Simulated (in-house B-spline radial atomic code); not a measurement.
# Ga: a fraction of an electron added to 4p

How does the BP86 energy of Ga change when part of an electron is added to 4p?

The numbers are computed with in-house B-spline radial atomic code version 1 (scalar-relativistic (spin-free one-electron X2C) BP86, spin-polarised, spherical fractional occupations, Fermi nucleus, basis-set limit), except any that are marked as measured or tabulated.

## (1) The atom as given

- element: gallium (Z = 31)
- charge: 0
- electrons: 31
- configuration: [Ar] 3d10 4s2 4p1
- Hamiltonian: scalar-relativistic (X2C)
- nucleus: Fermi, rms radius 3.997 fm

Outer shells as boxes (Hund's rule):

[Ar] 3d10 4s2 4p1
```
[Ar] core
3d [↑↓][↑↓][↑↓][↑↓][↑↓]
4s [↑↓]
4p [↑ ][  ][  ]
```

Where spins are not typed, each open shell is filled with up spins first.

## (2) The start, at fraction 0

The run's settings:

```ini
Z = 31
electrons = 31.0
configuration = [Ar] 3d10 4s2 4p1
hamiltonian = x2c
method = b88,p86
spin_polarised = True
nucleus = fermi
rms_radius = 3.9973
mass_number = 69
atomic_mass = 68.925573528
speed_of_light = 137.035999084
```

## (3) 0.1 electron added to 4p

Changes to the settings of step 2:

```diff
@@ -1,4 +1,4 @@
 Z = 31
-electrons = 31.0
-configuration = [Ar] 3d10 4s2 4p1
+electrons = 31.1
+configuration = [Ar] 3d10 4s2 4p1.1
 hamiltonian = x2c
```

## (4) 0.2 electron added to 4p

Changes to the settings of step 3:

```diff
@@ -1,4 +1,4 @@
 Z = 31
-electrons = 31.1
-configuration = [Ar] 3d10 4s2 4p1.1
+electrons = 31.2
+configuration = [Ar] 3d10 4s2 4p1.2
 hamiltonian = x2c
```

## (5) 0.3 electron added to 4p

Changes to the settings of step 4:

```diff
@@ -1,4 +1,4 @@
 Z = 31
-electrons = 31.2
-configuration = [Ar] 3d10 4s2 4p1.2
+electrons = 31.3
+configuration = [Ar] 3d10 4s2 4p1.3
 hamiltonian = x2c
```

## (6) 0.4 electron added to 4p

Changes to the settings of step 5:

```diff
@@ -1,4 +1,4 @@
 Z = 31
-electrons = 31.3
-configuration = [Ar] 3d10 4s2 4p1.3
+electrons = 31.4
+configuration = [Ar] 3d10 4s2 4p1.4
 hamiltonian = x2c
```

## (7) 0.5 electron added to 4p

Changes to the settings of step 6:

```diff
@@ -1,4 +1,4 @@
 Z = 31
-electrons = 31.4
-configuration = [Ar] 3d10 4s2 4p1.4
+electrons = 31.5
+configuration = [Ar] 3d10 4s2 4p1.5
 hamiltonian = x2c
```

## (8) 0.6 electron added to 4p

Changes to the settings of step 7:

```diff
@@ -1,4 +1,4 @@
 Z = 31
-electrons = 31.5
-configuration = [Ar] 3d10 4s2 4p1.5
+electrons = 31.6
+configuration = [Ar] 3d10 4s2 4p1.6
 hamiltonian = x2c
```

## (9) 0.7 electron added to 4p

Changes to the settings of step 8:

```diff
@@ -1,4 +1,4 @@
 Z = 31
-electrons = 31.6
-configuration = [Ar] 3d10 4s2 4p1.6
+electrons = 31.7
+configuration = [Ar] 3d10 4s2 4p1.7
 hamiltonian = x2c
```

Before running: How does the energy change with the fraction, and which way and how far does it bend from the straight line between the ends?

The runs gave:

| fraction | energy change (eV) | less the straight line (eV) | level 4p up (eV) | sum of <r²> (bohr²) |
| --- | --- | --- | --- | --- |
| 0 | 0.0000 | 0.0000 | -2.982 | 39.359 |
| 0.1 | -0.2706 | -0.1491 | -2.433 | 41.613 |
| 0.2 | -0.4873 | -0.2444 | -1.905 | 44.132 |
| 0.3 | -0.6523 | -0.2879 | -1.399 | 46.990 |
| 0.4 | -0.7680 | -0.2822 | -0.920 | 50.301 |
| 0.5 | -0.8373 | -0.2300 | -0.471 | 54.252 |
| 0.6 | -0.8633 | -0.1346 | -0.0573 | 59.190 |
| 0.7 | -0.8502 | 0.0000 | 0.310 | 65.958 |

What this shows: From fraction 0 to 0.7 the energy changes by -0.850 eV. It sags under the straight line by up to 0.29 eV (at 0.3); exact theory is straight between whole electron numbers, so this convex bend is an error (delocalisation) that favours fractional charges. From fraction 0.7 on, a level is unbound or reaches the edge of the box, so those points hang on the box (radius 50.0 bohr). The path stops at 0.7, so the line is drawn to that point and not to a whole electron.

Members of this set that are not shown: 1 did not converge.
